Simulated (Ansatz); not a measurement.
**GeH4+ (quartet): wave-function methods side by side, cc-pVTZ**

An exercise on one series of results from a longer session: the logs are not shown, and one member is left open.

Method: cc-pVTZ, core rule «outside noble gas», up to 14 orbitals frozen; program: Ansatz 0.2.0, Gaussian basis.

Plan: UHF; CCSD(T) on ROHF; CCSD(T) on UHF; BCCD(T) on ROHF; CCSDT(Q) on ROHF; CCSDT(Q) on UHF; CASSCF and MRCISD+Q, 7 electrons in 8 orbitals; CASSCF and NEVPT4(SD), 7 electrons in 8 orbitals; CASSCF and NEVPT2, 7 electrons in 8 orbitals.

2 further runs of the same task are left out: 2 set aside as unsound or not needed.

## The geometry

The geometry is a PBE0/def2-TZVP stationary point (not a proven minimum) of the parent state, kept for this charge and spin. No spin-orbit coupling is included. The filled d shell of Ge may be among the frozen orbitals whatever the setting's name suggests; the logs give the count.

5 atoms, charge 1, spin multiplicity 4.

Atoms are counted from 1 here; the program's logs count them from 0.

Bond lengths: Ge1–H2 1.565 Å, Ge1–H3 1.565 Å, Ge1–H4 1.565 Å, Ge1–H5 1.565 Å. Angles: H2–Ge1–H3 97.5°, H2–Ge1–H4 97.5°, H2–Ge1–H5 137.7°, H3–Ge1–H4 137.7°, H3–Ge1–H5 97.5°, H4–Ge1–H5 97.5°.

The first run:

Input file in.yaml:

```yaml
crystal:
  periodic: [false, false, false]
  atoms:
    - {symbol: Ge, position_ang: [0.000000, 0.000000, 0.000000]}
    - {symbol: H, position_ang: [0.561303, 1.033925, 1.032591]}
    - {symbol: H, position_ang: [-0.569863, -1.029690, 1.032135]}
    - {symbol: H, position_ang: [-0.559224, 1.030817, -1.036818]}
    - {symbol: H, position_ang: [0.567783, -1.035053, -1.027908]}
basis:
  gaussian: {orbitals: cc-pVTZ}
total_charge: 1
magnetization: {spin_polarized: true, initial_magnetization: 3}
hamiltonian: {xc: hf}
output: {orbitals: {seedname: orbitals}}
```

Launch:

```console
> ansatz run in.yaml --threads 1 --pin off --events-out ev --progress --plain --max-ram 4096MiB --backend cpu
```

Among the steps run: UHF; CCSD(T) on ROHF; CCSD(T) on UHF; BCCD(T) on ROHF; CCSDT(Q) on ROHF; CCSDT(Q) on UHF; CASSCF and MRCISD+Q, 7 electrons in 8 orbitals; CASSCF and NEVPT4(SD), 7 electrons in 8 orbitals; CASSCF and NEVPT2, 7 electrons in 8 orbitals.

One table of the session follows, with a row left open; its other results are not shown here.

| method | from UCCSDT(Q) (meV) |
| --- | --- |
| ROHF | +3408.9 |
| UHF | ? |
| RMP2 | +835.4 |
| UMP2 | +822.5 |
| RCCSD | +142.6 |
| UCCSD | +133.3 |
| RCCSD(T) | +40.5 |
| UCCSD(T) | +32.5 |
| BCCD(T) | +37.6 |
| RCCSDT | +11.7 |
| UCCSDT | +3.6 |
| RCCSDT(Q) | +8.1 |
| UCCSDT(Q) | 0 |
| CASSCF valence | +2232.8 |
| NEVPT2 valence | +580.5 |
| NEVPT4(SD) valence | +111.5 |
| MRCISD valence | +137.9 |
| MRCISD+Q valence | +47.1 |

Q: Estimate the row for UHF from the others.

**Answer.** from UCCSDT(Q) (meV): +3337.2. In the column «from UCCSDT(Q) (meV)» it lies between CASSCF valence (+2232.8) and ROHF (+3408.9).

To keep in mind: Restricted and unrestricted rows rest on different reference determinants; where their highest levels disagree by more than a few hundredths of an eV, they describe different states and don't form one ladder.
